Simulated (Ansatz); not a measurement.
**C2H5AlS: a ladder of functionals and wavefunction methods**

An exercise on one series of results from a longer session: the logs are not shown, and one member is left open.

Method: functionals in def2-TZVPP, the program's frozen cores in correlated methods; program: Ansatz 0.2.0, Gaussian basis.

Levels to be run: LDA (SPW92), PBE-D4, revPBE-D4, BLYP-D4, r2SCAN-D4, B97M-V, PBE0-D4, B3LYP-D4, r2SCANh-D4, r2SCAN0-D4, HSE06-D4, BHLYP-D4, CAM-B3LYP-D4, LC-ωPBE, ωB97X-V, ωB97M-V, B2PLYP, PBE-QIDH; CCSD(T)/def2-SVP; CCSD(T)/def2-TZVPP; MP2/def2-QZVPP; extrapolation to the limit; RPA on PBE.

## Structure used throughout

An earlier PBE0-D4 in a triple-zeta def2 set relaxation fixed the geometry.

9 atoms, charge 0, spin multiplicity 1.

Atoms are counted from 1 here; the program's logs count them from 0.

Bond lengths: C1–C2 1.340 Å, C1–H5 1.086 Å, C1–H6 1.089 Å, C2–Al3 1.942 Å, C2–S4 1.757 Å, Al3–H7 1.584 Å, Al3–H8 1.587 Å, S4–H9 1.342 Å. Angles: C2–C1–H5 120.3°, C2–C1–H6 123.6°, H5–C1–H6 116.1°, C1–C2–Al3 118.3°, C1–C2–S4 120.0°, Al3–C2–S4 121.6°, C2–Al3–H7 118.1°, C2–Al3–H8 118.7°, H7–Al3–H8 123.3°, C2–S4–H9 97.6°.

Set-up of the first run:

Contents of in.yaml:

```yaml
crystal:
  periodic: [false, false, false]
  atoms:
    - {symbol: C, position_ang: [-0.051968, 1.292425, -0.845419]}
    - {symbol: C, position_ang: [-0.306524, 0.328564, 0.050707]}
    - {symbol: Al, position_ang: [0.856025, -1.226152, 0.087578]}
    - {symbol: S, position_ang: [-1.664976, 0.490081, 1.152987]}
    - {symbol: H, position_ang: [0.786454, 1.196973, -1.528514]}
    - {symbol: H, position_ang: [-0.647630, 2.198371, -0.942270]}
    - {symbol: H, position_ang: [2.057318, -1.282522, -0.943087]}
    - {symbol: H, position_ang: [0.558980, -2.374388, 1.142275]}
    - {symbol: H, position_ang: [-1.499280, -0.669552, 1.808543]}
basis:
  gaussian: {orbitals: def2-TZVPP}
hamiltonian: {xc: lda}
output: {orbitals: {seedname: orbitals}}
```

Steps of the session up to this table: LDA; PBE-D4 (GGA); revPBE-D4 (GGA); BLYP-D4 (GGA); r2SCAN-D4 (meta-GGA); B97M-V (meta-GGA); PBE0-D4 (hybrid); B3LYP-D4 (hybrid); r2SCANh-D4 (hybrid); r2SCAN0-D4 (hybrid); HSE06-D4 (hybrid); BHLYP-D4 (hybrid); CAM-B3LYP-D4 (range-separated); LC-ωPBE (range-separated); ωB97X-V (range-separated); ωB97M-V (range-separated); B2PLYP (double hybrid); PBE-QIDH (double hybrid).

One of the session's tables, all rows but one given; the rest of the session is left out.

It belongs to the step «Orbital energies across the functionals». 

| functional | HOMO (eV) | LUMO (eV) | gap (eV) |
| --- | --- | --- | --- |
| LDA (SPW92) | -5.67 | -2.86 | 2.82 |
| PBE-D4 | -5.52 | -2.61 | 2.91 |
| revPBE-D4 | -5.46 | -2.50 | 2.96 |
| BLYP-D4 | -5.34 | -2.48 | 2.86 |
| r2SCAN-D4 | -5.71 | -2.38 | 3.33 |
| B97M-V | -5.77 | -2.53 | 3.24 |
| PBE0-D4 | -6.56 | -1.83 | 4.73 |
| B3LYP-D4 | -6.34 | -2.03 | 4.31 |
| r2SCANh-D4 | -6.10 | -2.10 | 4.00 |
| r2SCAN0-D4 | -6.69 | -1.70 | 5.00 |
| HSE06-D4 | -6.17 | -2.20 | 3.97 |
| BHLYP-D4 | ? | ? | ? |
| CAM-B3LYP-D4 | -7.80 | -0.89 | 6.91 |
| LC-ωPBE | -9.14 | 0.19 | 9.34 |
| ωB97X-V | -8.79 | 0.09 | 8.87 |
| ωB97M-V | -8.66 | -0.15 | 8.51 |

Estimate the missing values for BHLYP-D4.

Worked estimate for «HOMO (eV)». Against the share of exact exchange, BLYP-D4 (0, -5.34), B3LYP-D4 (0.2, -6.34) give a slope of -5.00 per unit share; at 0.5 the line stands at -7.84.

**Answer.** HOMO (eV): -7.45; LUMO (eV): -1.02; gap (eV): 6.43. In «HOMO (eV)» the line misses by -0.39.
